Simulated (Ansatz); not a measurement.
# Si (reference phase): the cost of one run

Computed with Ansatz 0.2.0 (DFT LDA, with the methods named in each step, unless a step's input says otherwise).

### 1 The structure to begin with

Symmetry: Fd-3m, No. 227, cubic system. Conventional cell: a = 5.431 Å, b = 5.431 Å, c = 5.431 Å, α = 90.00°, β = 90.00°, γ = 90.00°. Around Si (site symmetry -43m) lie 4 Si at 2.35 Å.

As a file:

```cif
data_structure
_symmetry_space_group_name_H-M 'P 1'
_symmetry_Int_Tables_number 1
_cell_length_a 3.8401
_cell_length_b 3.8401
_cell_length_c 3.8401
_cell_angle_alpha 60.000
_cell_angle_beta 60.000
_cell_angle_gamma 60.000
_cell_volume 40.04
loop_
_atom_site_label
_atom_site_type_symbol
_atom_site_fract_x
_atom_site_fract_y
_atom_site_fract_z
_atom_site_occupancy
Si1 Si 0.50000 0.50000 0.50000 1
Si2 Si 0.75000 0.75000 0.75000 1
```

Atoms are numbered in the order of the input: Si1, Si2.

### 2 Relaxed, PAW

The input, input.yaml:

```yaml
crystal:
  lattice:
    - [0.0, 2.71535, 2.71535]
    - [2.71535, 0.0, 2.71535]
    - [2.71535, 2.71535, 0.0]
  atoms:
    - { symbol: Si, position: [0.5, 0.5, 0.5] }
    - { symbol: Si, position: [0.75, 0.75, 0.75] }
kpoints:
  mp_grid: { grid: [11, 11, 11] }
scf:
  occupations: { method: fermi_dirac, width: 0.05 }
hamiltonian:
  xc: lda
  pseudopotentials: { kind: paw }
output:
  forces: true
  stress: true
relax:
  f_tol: 0.003
  max_steps: 80
  cell: {}
```

Launch:

```bash
$ ansatz run input.yaml --threads 1 --pin off --max-ram 3072MiB --backend cpu --events-out ev --progress --plain --runs-dir out
```

What time and memory should one allow on 1 thread of Arm Neoverse V2, shared host?

About 3.9 s, with a peak of 0.28 GiB.
